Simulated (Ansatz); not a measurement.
**CH₃BClFZn: up Jacob's ladder to CCSD(T)**

How much do the methods differ for CH₃BClFZn? The plan is to run it at one geometry with functionals of several rungs and with coupled cluster, and see how far each lands from CCSD(T) at the basis-set limit for the atomisation energy.

The runs use Ansatz 0.2.0, Gaussian basis; functionals in def2-TZVPP, the program's frozen cores in correlated methods.

Levels to be run: PBE-D4, r2SCAN-D4, PBE0-D4, B3LYP-D4, ωB97X-V, ωB97M-V, B2PLYP; CCSD(T)/def2-TZVPP; MP2/def2-QZVPP; extrapolation to the limit.

### 1 The relaxed structure

The geometry comes from an earlier relaxation with PBE0-D4 in a triple-zeta def2 set; it is a stationary point, not always the lowest conformer.

SMILES `[F][Zn][CH2]BCl`, 8 atoms, charge 0, spin multiplicity 1.

Atoms are counted from 1 here; the program's logs count them from 0.

Bond lengths: F1–Zn2 1.750 Å, Zn2–C3 1.939 Å, C3–B4 1.518 Å, C3–H6 1.092 Å, C3–H7 1.092 Å, B4–Cl5 1.764 Å, B4–H8 1.195 Å. Angles: F1–Zn2–C3 177.8°, Zn2–C3–B4 101.8°, Zn2–C3–H6 104.5°, Zn2–C3–H7 104.3°, B4–C3–H6 116.8°, B4–C3–H7 115.3°, H6–C3–H7 112.0°, C3–B4–Cl5 121.0°, C3–B4–H8 123.1°, Cl5–B4–H8 115.8°.

### 2 PBE-D4 (GGA)

Contents of in.yaml:

```yaml
crystal:
  periodic: [false, false, false]
  atoms:
    - {symbol: F, position_ang: [-0.075214, -2.487447, 2.122816]}
    - {symbol: Zn, position_ang: [0.246272, -1.115696, 1.085353]}
    - {symbol: C, position_ang: [0.668808, 0.411355, -0.033128]}
    - {symbol: B, position_ang: [-0.549125, 0.479772, -0.937230]}
    - {symbol: Cl, position_ang: [-1.969430, 1.419923, -0.477784]}
    - {symbol: H, position_ang: [0.807290, 1.235216, 0.670476]}
    - {symbol: H, position_ang: [1.602322, 0.132935, -0.527387]}
    - {symbol: H, position_ang: [-0.638722, -0.133158, -1.958817]}
basis:
  gaussian: {orbitals: def2-TZVPP}
hamiltonian: {xc: pbe, dispersion: d4}
output: {forces: true, orbitals: {seedname: orbitals}}
```

Launch:

```bash
ansatz run in.yaml --threads 4 --pin off --events-out ev --progress --plain --max-ram 10444MiB
```

Further steps of the session: r2SCAN-D4 (meta-GGA); PBE0-D4 (hybrid); B3LYP-D4 (hybrid); ωB97X-V (range-separated); ωB97M-V (range-separated); B2PLYP (double hybrid); CCSD(T) in def2-TZVPP; MP2 in def2-QZVPP.

Q: Predict the results of all the runs planned. Wanted: atomisation energy, CCSD(T)/CBS; farthest; mean size of error, hybrid; mean size of error, range-separated; gap, smallest and largest; T1 diagnostic; triples share of the correlation energy.

As calculated:

| quantity | value |
| --- | --- |
| atomisation energy, CCSD(T)/CBS | 650.0 kcal/mol |
| functionals within 3.3 kcal/mol (0.5 %) | none; nearest ωB97M-V (+3.6 kcal/mol) |
| farthest | PBE-D4 (+16.0 kcal/mol) |
| mean size of error, hybrid | 5.2 kcal/mol |
| mean size of error, range-separated | 4.0 kcal/mol |
| gap, smallest and largest | 4.69 eV (PBE-D4), 11.34 eV (ωB97X-V) |
| T1 diagnostic | 0.0148 |
| triples share of the correlation energy | 3.5 % |

**Reading.** PBE-D4 misses by +16.0 kcal/mol. Double hybrids carry the basis error of their MP2 part in triple zeta, and no dispersion term here, so their miss is partly the set-up's. Misses under about 3.3 kcal/mol are within the doubt on the reference itself, which lacks core-valence correlation, relativity and higher excitations. Hartree-Fock recovers 75 % of the binding; the rest is correlation. The gap grows from 4.7 to 11.3 eV across the functionals, mostly with the share of exact exchange. For Zn the d shell is correlated and the shells below it are frozen.
